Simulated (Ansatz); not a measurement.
Run this with the Ansatz DFT code, driven from Python and show what comes out.

Script `bde_ch7clge2.py`:
```python
import ansatz as az


def single_point(molecule, charge=0, unpaired=0):
    calc = molecule.calculation().basis(gaussian="def2-SVPD").functional("cam_b3lyp")
    if charge:
        calc = calc.charge(charge)
    if unpaired:
        calc = calc.spin("collinear", total=unpaired)
    report = calc.run(threads=1, pin="off").report
    if report["published_state_doubts"]:
        print("  doubts:", report["published_state_doubts"])
    return report["free_energy_ev"]

def without(molecule, index):
    rest = az.Crystal.molecule()
    for i, site in enumerate(molecule.cartesian_sites):
        if i != index:
            rest = rest.atom(site.symbol, site.position_ang)
    return rest

geometry_ang = [
    ("Cl", (2.4401, -1.2738, 0.5579)),
    ("Ge", (1.3358, 0.5861, 0.6648)),
    ("C", (-0.0814, 0.586, -0.6671)),
    ("Ge", (-1.3624, -0.818, -0.2551)),
    ("H", (0.7161, 0.743, 2.0769)),
    ("H", (2.2972, 1.7696, 0.3877)),
    ("H", (-0.5966, 1.5682, -0.6564)),
    ("H", (0.3544, 0.4073, -1.6714)),
    ("H", (-0.6477, -2.193, -0.2848)),
    ("H", (-1.9561, -0.5735, 1.1556)),
    ("H", (-2.4994, -0.8018, -1.3081)),
]
ch7clge2 = az.Crystal.molecule()
for symbol, xyz in geometry_ang:
    ch7clge2 = ch7clge2.atom(symbol, xyz)

whole = single_point(ch7clge2, 0)
hydrogen = single_point(az.Crystal.molecule().atom("H", (0, 0, 0)), 0, 1)
print(f"E(molecule) = {whole:.5f} eV, E(H) = {hydrogen:.5f} eV")
for index in [5, 7, 10]:
    radical = single_point(without(ch7clge2, index), 0, 1)
    print(f"H{index}: homolysis {23.060548 * (radical + hydrogen - whole):.1f} kcal/mol")
    anion = single_point(without(ch7clge2, index), -1)
    print(f"H{index}: loss of a proton {23.060548 * (anion - whole):.1f} kcal/mol")
```

Output of `python bde_ch7clge2.py`:
```text
E(molecule) = -126698.70026 eV, E(H) = -13.54842 eV
H5: homolysis 86.1 kcal/mol
H5: loss of a proton 367.7 kcal/mol
H7: homolysis 113.7 kcal/mol
H7: loss of a proton 385.7 kcal/mol
H10: homolysis 88.6 kcal/mol
H10: loss of a proton 375.9 kcal/mol
```

What to keep in mind:
- Total energies depend on the basis set; only differences at equal settings carry meaning.
- The geometry is a force-field or estimated start, not a minimum of this method, and the basis set is short of its limit. All parts are taken at fixed geometry, without zero-point energy.
- Timing: 110 s on 1 thread of Intel(R) Xeon(R) Platinum 8488C (Sapphire Rapids), on a shared host, peak memory 1 GiB.

(Lines on the test bed's own set-up are left out of the output.)
